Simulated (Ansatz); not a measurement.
**GaH₅SSi: up Jacob's ladder to CCSD(T)**

Aim: compute GaH₅SSi with functionals from several rungs and with coupled cluster. The yardstick is the atomisation energy at the CCSD(T) limit.

The runs use Ansatz 0.2.0, Gaussian basis; functionals in def2-TZVPP, the program's frozen cores in correlated methods.

Levels to be run: LDA (SPW92), PBE-D4, revPBE-D4, BLYP-D4, r2SCAN-D4, B97M-V, PBE0-D4, B3LYP-D4, r2SCANh-D4, r2SCAN0-D4, HSE06-D4, BHLYP-D4, CAM-B3LYP-D4, LC-ωPBE, ωB97X-V, ωB97M-V, B2PLYP, PBE-QIDH; CCSD(T)/def2-SVP; CCSD(T)/def2-TZVPP; MP2/def2-QZVPP; extrapolation to the limit; RPA on PBE.

### 1 The relaxed structure

All runs share one geometry, relaxed beforehand with PBE0-D4 in a triple-zeta def2 set.

SMILES `[SiH3][GaH][SH]`, 8 atoms, charge 0, spin multiplicity 1.

Atoms are counted from 1 here; the program's logs count them from 0.

Bond lengths: Si1–Ga2 2.404 Å, Si1–H4 1.488 Å, Si1–H5 1.489 Å, Si1–H6 1.489 Å, Ga2–S3 2.205 Å, Ga2–H7 1.565 Å, S3–H8 1.343 Å. Angles: Ga2–Si1–H4 110.9°, Ga2–Si1–H5 110.5°, Ga2–Si1–H6 110.6°, H4–Si1–H5 108.4°, H4–Si1–H6 108.4°, H5–Si1–H6 108.0°, Si1–Ga2–S3 118.6°, Si1–Ga2–H7 128.2°, S3–Ga2–H7 113.2°, Ga2–S3–H8 95.4°.

### 2 LDA

This LDA is Slater exchange with PW92 correlation.

File in.yaml:

```yaml
crystal:
  periodic: [false, false, false]
  atoms:
    - {symbol: Si, position_ang: [-0.753366, 0.837058, -0.688603]}
    - {symbol: Ga, position_ang: [0.980391, -0.020084, 0.739087]}
    - {symbol: S, position_ang: [1.059208, -2.190425, 1.118035]}
    - {symbol: H, position_ang: [-1.633924, -0.261100, -1.172062]}
    - {symbol: H, position_ang: [-0.163258, 1.522249, -1.871683]}
    - {symbol: H, position_ang: [-1.592483, 1.825690, 0.043366]}
    - {symbol: H, position_ang: [2.112474, 0.775584, 1.470706]}
    - {symbol: H, position_ang: [-0.009053, -2.488983, 0.361174]}
basis:
  gaussian: {orbitals: def2-TZVPP}
hamiltonian: {xc: lda}
output: {orbitals: {seedname: orbitals}}
```

On the command line:

```
$ ansatz run in.yaml --threads 2 --pin off --events-out ev --progress --plain --max-ram 4352MiB
```

The runs that follow: PBE-D4 (GGA); revPBE-D4 (GGA); BLYP-D4 (GGA); r2SCAN-D4 (meta-GGA); B97M-V (meta-GGA); PBE0-D4 (hybrid); B3LYP-D4 (hybrid); r2SCANh-D4 (hybrid); r2SCAN0-D4 (hybrid); HSE06-D4 (hybrid); BHLYP-D4 (hybrid); CAM-B3LYP-D4 (range-separated); LC-ωPBE (range-separated); ωB97X-V (range-separated); ωB97M-V (range-separated); B2PLYP (double hybrid); PBE-QIDH (double hybrid); CCSD(T) in def2-SVP; CCSD(T) in def2-TZVPP; MP2 in def2-QZVPP; RPA on PBE orbitals.

Before running them: what should the planned runs give, taken together? Wanted: atomisation energy, CCSD(T)/CBS; farthest beyond LDA; mean size of error, GGA; mean size of error, meta-GGA; mean size of error, hybrid; mean size of error, range-separated; mean size of error, double hybrid; gap, smallest and largest; T1 diagnostic.

As calculated:

```
                               quantity                                                                      value
        atomisation energy, CCSD(T)/CBS                                                              2141.9 kJ/mol
 functionals within 21.4 kJ/mol (1.0 %)  r2SCAN-D4, B97M-V, r2SCANh-D4, r2SCAN0-D4, CAM-B3LYP-D4, ωB97X-V, ωB97M-V
                    farthest beyond LDA                                                   revPBE-D4 (-67.4 kJ/mol)
                mean size of error, GGA                                                                52.0 kJ/mol
           mean size of error, meta-GGA                                                                 9.9 kJ/mol
             mean size of error, hybrid                                                                28.7 kJ/mol
    mean size of error, range-separated                                                                21.8 kJ/mol
      mean size of error, double hybrid                                                                41.9 kJ/mol
              gap, smallest and largest                                  3.92 eV (LDA (SPW92)), 10.50 eV (LC-ωPBE)
                          T1 diagnostic                                                                     0.0137
triples share of the correlation energy                                                                      4.0 %
```

**Reading.** LDA overbinds by 233.3 kJ/mol (11 %). PBE-D4 is off by -32.6 kJ/mol. Double hybrids carry the basis error of their MP2 part in triple zeta, and no dispersion term here, so their miss is partly the set-up's. By mean error the best rung here is meta-GGA (9.9 kJ/mol) and the worst beyond LDA is GGA (52.0 kJ/mol). Misses under about 21.4 kJ/mol are within the doubt on the reference itself, which lacks core-valence correlation, relativity and higher excitations, and its outer-core shells are covered unevenly. Hartree-Fock recovers 74 % of the binding; the rest is correlation. CCSD(T) in def2-SVP is off by -154.3 kJ/mol, so the small basis spoils what the method gains. Orbital gaps span 3.9 to 10.5 eV; exact exchange widens them. Correlated methods include outer-core shells of Ga, which these sets cover unevenly.
